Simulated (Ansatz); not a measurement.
**HfC (rocksalt): a single-point run**

The task is a single-point run on HfC (rocksalt). The structure is shown as the input types it.

Method: DFT r2SCAN, scalar-relativistic, plane waves, PAW, in Ansatz 0.2.0.

2 further runs of the same task are left out: 1 that didn't finish, 1 set aside as unsound or not needed. Runs told in other sessions of the task aren't counted.

## Step 1: Starting point

It takes space group Fm-3m (No. 225, cubic). The conventional cell has a = 4.641 Å, b = 4.641 Å, c = 4.641 Å, α = 90.00°, β = 90.00°, γ = 90.00°. Around Hf (site symmetry m-3m) lie 6 C at 2.32 Å. C (site symmetry m-3m) is surrounded by 6 Hf at 2.32 Å.

The input asks for a charge of +0.5 e on the cell.

Structure file:

```xyz
2
Lattice="0.0000 2.3203 2.3203 2.3203 0.0000 2.3203 2.3203 2.3203 0.0000" Properties=species:S:1:pos:R:3 pbc="T T T"
Hf    2.3203    2.3203    2.3203
C     0.0000    0.0000    0.0000
```

## Step 2: The run

The input, input.yaml:

```yaml
crystal:
  lattice:
    - [0.0, 2.3203429225, 2.3203429225]
    - [2.3203429225, 0.0, 2.3203429225]
    - [2.3203429225, 2.3203429225, 0.0]
  atoms:
    - { symbol: Hf, position: [0.5, 0.5, 0.5] }
    - { symbol: C, position: [0.0, 0.0, 0.0] }
basis:
  ecutwfc: 500
  ecutrho_ratio: 4
kpoints:
  mp_grid: { grid: [12, 12, 12] }
hamiltonian:
  xc: r2scan
scf:
  occupations: { method: gaussian, width: 0.05 }
  max_iter: 60
output:
  forces: true
  stress: true
total_charge: 0.5
```

On the command line:

```sh
$ ansatz run input.yaml --threads 2 --pin off --max-ram 2662MiB --backend cpu --events-out ev --progress --plain --runs-dir out
```

**Question.** How will this run end, and is anything wrong with its input?

This run ends as converged. It gives a pressure of 25 GPa, which is large; a structure far from rest gives such values too, whatever the setting.

The suspect setting: total_charge is 0.5. The net charge is not the one intended, so the run treats another number of electrons.

To check: delete total_charge (the default then holds).
